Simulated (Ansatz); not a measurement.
# TiTeW3: the cost of one run

Computed with Ansatz 0.2.0 (DFT PBE, scalar-relativistic, plane waves, PAW, unless a step's input says otherwise).

1 further run of the same task is left out (it didn't finish).

### Step 1. The structure to begin with

The structure is tetragonal, space group P4/mmm (No. 123). The conventional cell has a = 4.999 Å, b = 4.999 Å, c = 4.899 Å, α = 90.00°, β = 90.00°, γ = 90.00°. Around Ti (site symmetry 4/mmm) lie 2 Te at 2.45 Å and 4 W at 2.50 Å. Around Te (site symmetry 4/mmm) lie 2 Ti at 2.45 Å and 12 W at 3.50 to 3.53 Å. Around W (site symmetry mmm) lie 2 Ti at 2.50 Å. Around W (site symmetry 4/mmm) lie 8 W at 3.50 Å and 4 Te at 3.53 Å.

Coordinates:

```
CELL_PARAMETERS angstrom
4.99911 0.00000 0.00000
0.00000 4.99911 0.00000
0.00000 0.00000 4.89886
ATOMIC_POSITIONS crystal
Ti 0.00000 0.00000 0.50000
Te 0.00000 0.00000 0.00000
W 0.00000 0.50000 0.50000
W 0.50000 0.00000 0.50000
W 0.50000 0.50000 0.00000
```

A structure generator made this guess: random cell by space group and Wyckoff sites (P4/mmm, No. 123). The dimensions are guesses.

### Step 2. Probe: one point on a coarse mesh

The input, input.yaml:

```yaml
crystal:
  lattice:
    - [4.99910771, 0.0, 0.0]
    - [0.0, 4.99910771, 0.0]
    - [0.0, 0.0, 4.89885563]
  atoms:
    - { symbol: Ti, position: [0.0, 0.0, 0.5] }
    - { symbol: Te, position: [0.0, 0.0, 0.0] }
    - { symbol: W, position: [0.0, 0.5, 0.5] }
    - { symbol: W, position: [0.5, 0.0, 0.5] }
    - { symbol: W, position: [0.5, 0.5, 0.0] }
basis:
  ecutwfc: 420
kpoints:
  mp_grid: { grid: [4, 4, 4] }
hamiltonian:
  xc: pbe
scf:
  occupations: { method: gaussian, width: 0.1 }
  lower_state_search: "off"
output:
  forces: true
  stress: true
  eigenvalues: true
```

Launch:

```
ansatz run input.yaml --threads 1 --pin off --max-ram 2560MiB --backend cpu --events-out ev --progress --plain --runs-dir out
```

What time and memory should one allow on 1 thread of Arm Neoverse V2, shared host?

About 5 s, with a peak of 0.42 GiB.
